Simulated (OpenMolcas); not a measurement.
**Eu³⁺ among point charges: CASSCF levels and susceptibility**

How does a field of 8 point charges split the states of Eu³⁺, and what χT follows?

The numbers are computed with OpenMolcas 26.06 (state-averaged CASSCF, spin-orbit coupling by RASSI with atomic mean-field integrals), except any that are marked as measured or tabulated.

### Step 1. The atom as given

```
Species                           : Eu³⁺ (europium, Z = 63, 60 electrons)
Basis                             : ANO-RCC-VDZP [7s6p4d2f1g], 68 functions
Scalar Hamiltonian                : DKH2, point nucleus
Inactive shells                   : 1s 2s 2p 3s 3p 3d 4s 4p 4d 5s 5p
Active space                      : 6 electrons in 7 orbitals (4f)
Some configurations of this space : 4f6
Orbitals                          : optimised for the highest spin of each parity, averaged over all roots
```

Outer shells as boxes (Hund's rule):

4f6
```
4f [↑ ][↑ ][↑ ][↑ ][↑ ][↑ ][  ]
```

The ion sits among 8 point charges of -0.5 e arranged as a hexagonal bipyramid (D6h), 2.44 Å from the ion, with the axial distance 2.172 Å.

The work runs as a chain of OpenMolcas steps in one folder; each step below is one input file. Labels, J, g values, rates, χT and fits are worked out afterwards by a script from the matrices that RASSI stores. The input lists half of the charges; inversion (Group=XYZ) makes the rest.

### Step 2. One- and two-electron integrals

The input, a.inp:

```
&GATEWAY
Coord
1

Eu 0.0 0.0 0.0
Basis=ANO-RCC-VDZP
Group=XYZ
NoMove
AngMom=0.0 0.0 0.0
AMFI
XField
4 Angstrom 0
2.440000 0.000000 0.000000 -0.500000
1.220000 2.113102 0.000000 -0.500000
1.220000 -2.113102 0.000000 -0.500000
0.000000 0.000000 2.171600 -0.500000
&SEWARD
```

On the command line:

```bash
> OMP_NUM_THREADS=1 MOLCAS_MEM=2252 MOLCAS_PROJECT=a pymolcas a.inp > a.log
```

### Step 3. CASSCF: septets of even parity, 7 roots

The input, a.inp:

```
&RASSCF
FileOrb=start.orb
Symmetry=1
Spin=7
nActEl=6 0 0
Inactive=15 12
Ras2=0 7
CIRoot=7 7 1
SDav=7
CIMx=300
Iter=120 100
PrWF=0.3
OrbListing=Nothing
MaxOrb=0
>>> COPY $Project.JobIph JOB001
```

start.orb holds the contracted functions of the basis, ordered by shell, or the orbitals of the step before.

### Step 4. Reference wave functions, quintets of even parity, 140 roots

The input, a.inp:

```
&RASSCF
FileOrb=start.orb
Symmetry=1
Spin=5
nActEl=6 0 0
Inactive=15 12
Ras2=0 7
CIRoot=140 140 1
SDav=140
CIMx=300
Iter=120 100
PrWF=0.3
OrbListing=Nothing
MaxOrb=0
CIOnly
>>> COPY $Project.JobIph JOB002
```

### Step 5. CASSCF: triplets of even parity, 162 roots

The input, a.inp:

```
&RASSCF
FileOrb=start.orb
Symmetry=1
Spin=3
nActEl=6 0 0
Inactive=15 12
Ras2=0 7
CIRoot=162 162 1
SDav=588
CIMx=300
Iter=120 100
PrWF=0.3
OrbListing=Nothing
MaxOrb=0
CIOnly
>>> COPY $Project.JobIph JOB003
```

### Step 6. State interaction with spin-orbit coupling

The input, a.inp:

```
&RASSI
NrOfJobIphs=3 7 77 3
1 2 3 4 5 6 7
1 2 3 4 5 6 7 8 9 10 11 12 13 14 15 16 17 18 19 20 21 22 23 24 25 26 27
28 29 30 31 32 33 34 35 36 37 38 39 40 41 42 43 44 45 46 47 48 49 50 51
52 53 54 55 56 57 58 59 60 61 62 63 64 65 66 67 68 69 70 71 72 73 74 75
76 77
1 2 3
IphNames
JOB001
JOB002
JOB003
EJob
SpinOrbit
DIPRint=1.0
SOCoupling=1000.0
Subsets=2
Property=9
'ANGMOM' 1 'ANGMOM' 2 'ANGMOM' 3 'MLTPL  1' 1 'MLTPL  1' 2 'MLTPL  1' 3
'AMFI' 1 'AMFI' 2 'AMFI' 3
SOProperty=3
'ANGMOM' 1 'ANGMOM' 2 'ANGMOM' 3
```

**Question.** What will these runs give? Wanted: spin-free ground state; first state of the same spin within the active space; lowest level; next level.

**Answer**, as computed:

```
                                            quantity                               value
                                              method                              CASSCF
                              spin-free ground state  septet, 1-fold in its orbital part
first state of the same spin within the active space                 septet at 26.9 cm⁻¹
                                        lowest level                              1-fold
                                          next level                          350.0 cm⁻¹
                                         χT at 300 K                      1.30 cm³ K/mol
                           effective moment at 300 K                             3.23 μB
```

**Reading.** The spin-free ground state (septet) comes to 100 % from free-ion F terms and keeps the highest spin of the shell. The quintets, triplets rest on orbitals optimised for another spin in at least one step, which raises them against the optimised states. Not all states of the active space went into the spin-orbit step. High states of lower spin are left out of the spin-orbit mixing, and CASSCF puts spin-flip levels too high. Point charges carry no covalency, so the field is a model and not that of real ligands.
